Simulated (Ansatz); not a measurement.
# LiC12: the cost of one run

Program: Ansatz 0.2.0. Level of theory: DFT LDA, scalar-relativistic, plane waves, PAW. These are calculated values, not measurements.

## 1. The system as given

Symmetry: C2/m, No. 12, monoclinic system. Conventional cell: a = 4.261 Å, b = 7.380 Å, c = 7.192 Å, α = 90.00°, β = 101.39°, γ = 90.00°. C (site symmetry m) has 3 C at 1.42 Å as nearest neighbours. C (site symmetry 1) is surrounded by 3 C at 1.42 Å. Li (site symmetry 2/m) has 12 C at 2.33 Å as nearest neighbours.

As a file:

```
CELL_PARAMETERS angstrom
4.26084 0.00000 0.00000
-2.13042 3.69000 0.00000
1.42028 0.00000 7.05000
ATOMIC_POSITIONS crystal
C 0.24586 0.00000 0.26241
C 0.91253 0.33333 0.26241
C 0.57920 0.66667 0.26241
C 0.57920 0.00000 0.26241
C 0.91253 0.66667 0.26241
C 0.24586 0.33333 0.26241
C 0.42080 0.00000 0.73759
C 0.08747 0.33333 0.73759
C 0.75414 0.66667 0.73759
C 0.75414 0.00000 0.73759
C 0.08747 0.66667 0.73759
C 0.42080 0.33333 0.73759
Li 0.00000 0.00000 0.00000
```

## 2. Relaxing cell and atoms: LiC12, no spin

The input, input.yaml:

```yaml
crystal:
  lattice:
    - [4.2608449866, 0.0, 0.0]
    - [-2.1304224933, 3.69, 0.0]
    - [1.4202816622, 0.0, 7.05]
  atoms:
    - { symbol: C, position: [0.2458628842, 0.0, 0.2624113475] }
    - { symbol: C, position: [-0.0874704492, 0.3333333333, 0.2624113475] }
    - { symbol: C, position: [0.5791962175, 0.6666666667, 0.2624113475] }
    - { symbol: C, position: [0.5791962175, 0.0, 0.2624113475] }
    - { symbol: C, position: [-0.0874704492, 0.6666666667, 0.2624113475] }
    - { symbol: C, position: [0.2458628842, 0.3333333333, 0.2624113475] }
    - { symbol: C, position: [0.4208037825, 0.0, 0.7375886525] }
    - { symbol: C, position: [0.0874704492, 0.3333333333, 0.7375886525] }
    - { symbol: C, position: [0.7541371158, 0.6666666667, 0.7375886525] }
    - { symbol: C, position: [0.7541371158, 0.0, 0.7375886525] }
    - { symbol: C, position: [0.0874704492, 0.6666666667, 0.7375886525] }
    - { symbol: C, position: [0.4208037825, 0.3333333333, 0.7375886525] }
    - { symbol: Li, position: [0.0, 0.0, 0.0] }
scf:
  occupations: { method: methfessel_paxton, width: 0.1 }
output:
  forces: true
  stress: true
  eigenvalues: true
  write_density: true
  write_potential: true
  elf: true
  volumetric_format: npy
kpoints:
  mp_grid: { grid: [14, 14, 8] }
hamiltonian:
  xc: lda
relax:
  f_tol: 0.01
  adjacent_minimum: "off"
  cell: { stress_tol: 0.05 }
```

Command:

```
ansatz run input.yaml --threads 4 --pin off --max-ram 14336MiB --backend cpu --events-out ev --progress --plain --runs-dir out
```

**Question.** How long does this run take on 4 threads of Arm Neoverse V1, shared host, and how much memory does it need?

About 5.5 min, with a peak of 1.5 GiB.
